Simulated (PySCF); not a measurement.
# C10H8: magnetic properties

What do calculations give for the magnetic properties of C10H8 (`C#CC/C=C(\C#C)C#CC`)?

Programs: PySCF 2.14.0, with routines of our own; each step states its level. All values are computed. Atoms count from 0.

## 1. The system as given

18 atoms, charge 0, multiplicity 1; geometry from: GFN2-xTB.

## 2. Magnetic properties: GIAO B97-2/pcSseg-1

Job settings and geometry (Å):

```
{"job": {"kind": "mag", "xc": "B97-2", "basis": "pcSseg-1", "isotopologues": 0}, "charge": 0, "multiplicity": 1}
C     -3.841740    -1.419925     0.759624
C     -3.163536    -0.729762     0.056130
C     -2.296473     0.077969    -0.782965
C     -0.875200    -0.366531    -0.625644
C      0.115530     0.427551    -0.193087
C     -0.078443     1.793554     0.143618
C     -0.213958     2.950759     0.432644
C      1.446190    -0.042884    -0.040729
C      2.579433    -0.416302     0.107207
C      3.934088    -0.885923     0.282695
H     -4.454258    -2.010101     1.373194
H     -2.398651     1.131596    -0.507041
H     -2.611159    -0.044868    -1.826311
H     -0.663222    -1.400532    -0.860510
H     -0.340983     3.960943     0.685595
H      4.377200    -0.421993     1.163896
H      3.941581    -1.968460     0.410020
H      4.534844    -0.628772    -0.589990
```

With the program's defaults for keys left out, this is: GIAO B97-2/pcSseg-1 magnetisability, rotational g tensor and spin-rotation constants, non-relativistic, gas phase.

Command:

```bash
$ OMP_NUM_THREADS=1 python excited_run.py task.json out
```

This one command runs all jobs of the session in turn.

Log:

```text
coarse grid: 15824 points
cycle   1  E = -385.3478213487  dE =  1.556e+00  |g| = 5.136e-01  |ddm| = 4.538e+00
cycle   2  E = -385.3622454945  dE = -1.442e-02  |g| = 4.535e-01  |ddm| = 1.373e+00
cycle   3  E = -385.4109955815  dE = -4.875e-02  |g| = 1.544e-01  |ddm| = 6.842e-01
cycle   4  E = -385.4167622622  dE = -5.767e-03  |g| = 5.935e-02  |ddm| = 1.784e-01
cycle   5  E = -385.4176018262  dE = -8.396e-04  |g| = 1.828e-02  |ddm| = 5.201e-02
cycle   6  E = -385.4176653608  dE = -6.353e-05  |g| = 8.264e-03  |ddm| = 2.229e-02
cycle   7  E = -385.4176807539  dE = -1.539e-05  |g| = 2.374e-03  |ddm| = 8.782e-03
cycle   8  E = -385.4176820143  dE = -1.260e-06  |g| = 8.137e-04  |ddm| = 2.670e-03
final grid: 155056 points
cycle   9  E = -385.4674087672  dE = -7.059e-05  |g| = 3.114e-03  |ddm| = 1.132e-01
cycle  10  E = -385.4674061058  dE =  2.661e-06  |g| = 4.356e-03  |ddm| = 7.786e-03
cycle  11  E = -385.4674108094  dE = -4.704e-06  |g| = 9.444e-04  |ddm| = 4.630e-03
cycle  12  E = -385.4674110070  dE = -1.976e-07  |g| = 3.421e-04  |ddm| = 9.308e-04
cycle  13  E = -385.4674110283  dE = -2.135e-08  |g| = 1.854e-04  |ddm| = 4.509e-04
cycle  14  E = -385.4674110366  dE = -8.284e-09  |g| = 3.335e-05  |ddm| = 1.768e-04
cycle  15  E = -385.4674110368  dE = -1.937e-10  |g| = 1.589e-05  |ddm| = 4.313e-05
converged SCF energy = -385.4674110368

Magnetisability tensor (1e-30 J/T^2)
    -1539.05        0.99       36.83
        0.99    -1409.97       60.19
       36.83       60.19    -1498.79
isotropic -1482.60   principal values   -1567.86  -1502.34  -1377.60
isotropic susceptibility -89.284 1e-6 cm^3/mol

Inertial axes            a          b          c
rot. const./GHz      2.0626     0.6498     0.5266
chi total           -92.589    -84.879    -90.386
chi diamagnetic    -695.244  -1949.880  -2372.237
chi paramagnetic    602.655   1865.002   2281.851
quadrupole/D A        5.353      2.733     -8.087
g nuclear            0.5796     0.5661     0.5648
g electronic        -0.5840    -0.5694    -0.5645
g total             -0.0044    -0.0033     0.0003

Spin-rotation constants (kHz, H = +C I.J)
atom  isotope        aa         bb         cc
 10     1H       -0.143     -0.051     -0.036
 11     1H       -0.190      0.024     -0.054
 12     1H       -0.183     -0.068      0.010
 13     1H       -0.202      0.063     -0.058
 14     1H       -0.237      0.019     -0.057
 15     1H       -0.169     -0.055     -0.011
 16     1H       -0.228      0.016     -0.054
 17     1H       -0.137     -0.066     -0.011
  0    13C*       0.441      0.155      0.118
  1    13C*       0.487      0.165      0.121
  2    13C*       0.309      0.104      0.076
  3    13C*       0.820      0.297      0.093
  4    13C*       0.669      0.236      0.083
  5    13C*       0.758      0.005      0.179
  6    13C*       0.612      0.088      0.164
  7    13C*       0.141      0.200      0.182
  8    13C*       0.276      0.195      0.177
  9    13C*       0.244      0.081      0.066
* in the singly substituted isotopologue
```

It took 55 s on 1 thread of Intel Xeon 6975P-C, shared host; peak memory 0.97 GiB.

Key values:

```csv
quantity,value
magnetisability,-1483·10⁻³⁰ J/T²
molar susceptibility,-89.3·10⁻⁶ cm³/mol
"rotational g (a, b, c)","-0.0044, -0.0033, 0.0003"
```

The fields below are evaluated on a grid from the run's orbitals.

Frontier orbitals at B97-2/pcSseg-1, with the share of their density that lies nearest to each atom:

| orbital | energy (eV) | lies on |
| --- | --- | --- |
| HOMO | -6.42 | C3 25 %; C8 20 %; C4, C6, C7 about 12 % each |
| LUMO | -1.30 | C3 30 %; C4 18 %; C6, C8 about 11 % each |

ELF in a plane through or near 7 of the atoms.

Values, 10 rows by 14 columns:
```
0.00 0.00 0.00 0.00 0.00 0.00 0.00 0.00 0.00 0.00 0.00 0.00 0.00 0.00
0.00 0.00 0.00 0.00 0.00 0.00 0.00 0.11 0.01 0.00 0.00 0.00 0.00 0.00
0.00 0.00 0.00 0.00 0.00 0.01 0.35 0.95 0.58 0.02 0.00 0.00 0.00 0.00
0.00 0.00 0.00 0.00 0.00 0.02 0.80 0.73 0.73 0.02 0.00 0.00 0.00 0.00
0.00 0.00 0.03 0.02 0.47 0.63 0.35 0.90 0.03 0.94 0.06 0.00 0.00 0.00
0.00 0.01 0.47 0.33 0.38 0.81 0.76 0.86 0.56 0.67 0.63 0.53 0.06 0.00
0.00 0.00 0.65 1.00 0.10 0.36 0.02 0.31 0.08 0.53 0.86 0.64 0.11 0.00
0.00 0.00 0.05 0.59 0.01 0.00 0.00 0.00 0.00 0.10 0.31 0.10 0.00 0.00
0.00 0.00 0.00 0.00 0.00 0.00 0.00 0.00 0.00 0.00 0.00 0.00 0.00 0.00
0.00 0.00 0.00 0.00 0.00 0.00 0.00 0.00 0.00 0.00 0.00 0.00 0.00 0.00
```
The map spans 14.3 Å across and 13.1 Å up, centred on the molecule. Atoms in the plane (x, y in Å): C1 (3.1, -0.9), C5 (0.1, 1.8), C6 (0.3, 2.9), C7 (-1.4, 0.0), C8 (-2.6, -0.3), C9 (-4.0, -0.7), H16 (-4.0, -1.8).

log10 of the density (e/Å³) in the same plane.

Ten even steps from '0' (-4.0) to '9' (1.7):
```
0000000000000000000000000000
0000000000000000000000000000
0000000000001222200000000000
0000000000023455421000000000
0000000000234566532000000000
0000000001245677543100000000
0000000012346777543210000000
0000111233346797544431000000
0012333445556776556543210000
0023555667777776556654331000
0124667788776666666766432100
0124578766655456556877543100
0013567654443344445666543100
0002455432221223234455432100
0001233321000011123344321000
0000001000000000001122110000
0000000000000000000000000000
0000000000000000000000000000
0000000000000000000000000000
0000000000000000000000000000
```
The map spans 14.3 Å across and 13.1 Å up, centred on the molecule. Atoms in the plane (x, y in Å): C1 (3.1, -0.9), C5 (0.1, 1.8), C6 (0.3, 2.9), C7 (-1.4, 0.0), C8 (-2.6, -0.3), C9 (-4.0, -0.7), H16 (-4.0, -1.8).

On the surface of density 0.002 e/bohr³ the electrostatic potential runs, from the 1st to the 99th percentile, from -0.92 V near C0 to 1.37 V near H14.

## 3. Magnetic properties: GIAO X3LYP/3-21G

Settings changed since step 2:

```diff
@@ -1,2 +1,2 @@
-{"job": {"kind": "mag", "xc": "B97-2", "basis": "pcSseg-1", "isotopologues": 0}, "charge": 0, "multiplicity": 1}
+{"job": {"kind": "mag", "xc": "X3LYP", "basis": "3-21G", "scf": {"aux": "def2-universal-jkfit"}}, "charge": 0, "multiplicity": 1}
 C     -3.841740    -1.419925     0.759624
```

Method: GIAO X3LYP/3-21G magnetisability, rotational g tensor and spin-rotation constants, non-relativistic, gas phase.

Log:

```text
final grid: 155056 points
cycle   1  E = -383.3122685886  dE =  1.427e+00  |g| = 3.802e-01  |ddm| = 5.352e+00
cycle   2  E = -383.3244205628  dE = -1.215e-02  |g| = 3.253e-01  |ddm| = 1.073e+00
cycle   3  E = -383.3468510339  dE = -2.243e-02  |g| = 1.512e-01  |ddm| = 4.696e-01
cycle   4  E = -383.3526191980  dE = -5.768e-03  |g| = 3.799e-02  |ddm| = 1.775e-01
cycle   5  E = -383.3529146863  dE = -2.955e-04  |g| = 1.697e-02  |ddm| = 4.182e-02
cycle   6  E = -383.3529731458  dE = -5.846e-05  |g| = 6.350e-03  |ddm| = 2.147e-02
cycle   7  E = -383.3529834036  dE = -1.026e-05  |g| = 7.919e-04  |ddm| = 8.047e-03
cycle   8  E = -383.3529834703  dE = -6.667e-08  |g| = 6.212e-04  |ddm| = 1.519e-03
cycle   9  E = -383.3529835680  dE = -9.775e-08  |g| = 5.620e-05  |ddm| = 6.115e-04
cycle  10  E = -383.3529835686  dE = -5.493e-10  |g| = 3.624e-05  |ddm| = 1.091e-04
cycle  11  E = -383.3529835689  dE = -3.397e-10  |g| = 8.948e-06  |ddm| = 5.832e-05
converged SCF energy = -383.3529835689

Magnetisability tensor (1e-30 J/T^2)
    -1588.18        1.64       33.61
        1.64    -1463.48       55.47
       33.61       55.47    -1549.35
isotropic -1533.67   principal values   -1613.29  -1553.24  -1434.48
isotropic susceptibility -92.360 1e-6 cm^3/mol

Inertial axes            a          b          c
rot. const./GHz      2.0626     0.6498     0.5266
chi total           -95.550    -88.109    -93.420
chi diamagnetic    -694.500  -1949.126  -2371.351
chi paramagnetic    598.951   1861.017   2277.930
quadrupole/D A        5.440      2.802     -8.242
g nuclear            0.5796     0.5661     0.5648
g electronic        -0.5804    -0.5682    -0.5636
g total             -0.0008    -0.0021     0.0013

Spin-rotation constants (kHz, H = +C I.J)
atom  isotope        aa         bb         cc
 10     1H       -0.159     -0.057     -0.040
 11     1H       -0.215      0.017     -0.058
 12     1H       -0.206     -0.074      0.005
 13     1H       -0.216      0.054     -0.064
 14     1H       -0.260      0.015     -0.062
 15     1H       -0.189     -0.062     -0.016
 16     1H       -0.248      0.011     -0.061
 17     1H       -0.157     -0.073     -0.016
  0    13C*       0.353      0.124      0.096
  1    13C*       0.390      0.131      0.096
  2    13C*       0.234      0.082      0.059
  3    13C*       0.683      0.246      0.072
  4    13C*       0.555      0.197      0.065
  5    13C*       0.610      0.003      0.143
  6    13C*       0.490      0.071      0.132
  7    13C*       0.118      0.162      0.146
  8    13C*       0.220      0.159      0.144
  9    13C*       0.183      0.062      0.050
* in the singly substituted isotopologue
```

Wall time 18 s (1 thread of Intel Xeon 6975P-C, shared host); peak memory 0.56 GiB.

In short:

| quantity | value |
| --- | --- |
| magnetisability | -1534·10⁻³⁰ J/T² |
| molar susceptibility | -92.4·10⁻⁶ cm³/mol |
| rotational g (a, b, c) | -0.0008, -0.0021, 0.0013 |

## 4. Magnetic properties side by side

```csv
level,ξ (10⁻³⁰ J/T²),g(a),g(b),gap (eV),functions,time
GIAO B97-2/pcSseg-1,-1483,-0.0044,-0.0033,5.11,210,55 s
GIAO X3LYP/3-21G,-1534,-0.0008,-0.0021,5.32,106,18 s
```

## 5. What came out

| quantity | value |
| --- | --- |
| magnetisability (step 2, GIAO B97-2/pcSseg-1) | -1483·10⁻³⁰ J/T² |
| molar susceptibility (step 2, GIAO B97-2/pcSseg-1) | -89.3·10⁻⁶ cm³/mol |
| rotational g (a, b, c) (step 2, GIAO B97-2/pcSseg-1) | -0.0044, -0.0033, 0.0003 |
| surface potential, 1st and 99th percentile | -0.92 V and 1.37 V |
| magnetisability over the levels | -1534 to -1483·10⁻³⁰ J/T² |

In words: By nearest atom (B97-2/pcSseg-1), the HOMO sits on C3 25 %; C8 20 % and the LUMO on C3 30 %; C4 18 %. The magnetisability spreads by 3.4 % over 2 levels, from GIAO X3LYP/3-21G (18 s) to GIAO B97-2/pcSseg-1 (55 s); the runs took 18 s to 55 s. Two levels can agree by chance, so this spread shows no convergence. Vibrational averaging and real surroundings are missing from these values.
